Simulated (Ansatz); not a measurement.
**TaSi+ (nonet): wave-function methods side by side, def2-TZVPP**

The task here is to estimate one member of a computed series from the others.

The runs use Ansatz 0.2.0, Gaussian basis; def2-TZVPP, core rule «outside noble gas», up to 9 orbitals frozen.

To be run: UHF; ROHF; CCSD(T) on UHF.

### The geometry

The geometry is a PBE0/def2-TZVP stationary point (not a proven minimum) of the parent state, kept for this charge and spin. No spin-orbit coupling is included. Elements past krypton take def2 core potentials.

2 atoms, charge 1, spin multiplicity 9.

Atoms are counted from 1 here; the program's logs count them from 0.

Bond lengths: Ta1–Si2 2.443 Å.

The first run:

Contents of in.yaml:

```yaml
crystal:
  periodic: [false, false, false]
  atoms:
    - {symbol: Ta, position_ang: [0.000000, 0.000000, 0.000000]}
    - {symbol: Si, position_ang: [0.000000, 0.000000, 2.443400]}
basis:
  gaussian: {orbitals: def2-TZVPP}
total_charge: 1
magnetization: {spin_polarized: true, initial_magnetization: 8}
hamiltonian: {xc: hf}
output: {orbitals: {seedname: orbitals}}
```

Run with:

```console
$ ansatz run in.yaml --threads 1 --pin off --events-out ev --progress --plain --max-ram 3968MiB --backend cpu
```

Among the steps run: UHF; ROHF; CCSD(T) on UHF.

One table of the session follows, with a row left open; its other results are not shown here.

```
  method  from UCCSD(T) (meV)
    ROHF                    ?
     UHF              +2406.3
    UMP2               +517.9
   UCCSD                +69.1
UCCSD(T)                    0
```

Q: Estimate the row for ROHF from the others.

As computed: from UCCSD(T) (meV): +2545.4. In the column «from UCCSD(T) (meV)» it is the highest.
